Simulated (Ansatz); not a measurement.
# MgI2: the cost of one run

Computed with Ansatz 0.2.0 (reference: DFT, PBEsol, plane waves, PAW, unless a step's input says otherwise).

4 further runs of the same task are left out: 1 for a known fault of the program, 2 that didn't finish, 1 set aside as unsound or not needed.

**1. Starting point**

It takes space group Fm-3m (No. 225, cubic). Conventional cell: a = 7.511 Å, b = 7.511 Å, c = 7.511 Å, α = 90.00°, β = 90.00°, γ = 90.00°. Around Mg (site symmetry m-3m) lie 8 I at 3.25 Å. I (site symmetry -43m) is surrounded by 4 Mg at 3.25 Å.

Structure file:

```
Mg I
1.0
     0.00000    3.75572    3.75572
     3.75572    0.00000    3.75572
     3.75572    3.75572    0.00000
Mg I
1 2
Direct
  0.00000 0.00000 0.00000
  0.25000 0.25000 0.25000
  0.75000 0.75000 0.75000
```

**2. Baseline**

input.yaml reads:

```yaml
crystal:
  lattice:
    - [0.0, 3.7557205885, 3.7557205885]
    - [3.7557205885, 0.0, 3.7557205885]
    - [3.7557205885, 3.7557205885, 0.0]
  atoms:
    - { symbol: Mg, position: [0.0, 0.0, 0.0] }
    - { symbol: I, position: [0.25, 0.25, 0.25] }
    - { symbol: I, position: [0.75, 0.75, 0.75] }
kpoints:
  mp_grid: { grid: [4, 4, 4] }
hamiltonian:
  xc: pbesol
scf:
  occupations: { method: fixed }
  n_extra_bands: 4
output:
  forces: true
  stress: true
  eigenvalues: true
```

On the command line:

```bash
$ ansatz run input.yaml --threads 4 --pin off --max-ram 3686MiB --backend cpu --events-out ev --progress --plain --runs-dir out
```

**Question.** How long does this run take on 4 threads of an Arm CPU, shared host, and how much memory does it need?

About 4.2 s, with a peak of 0.35 GiB.
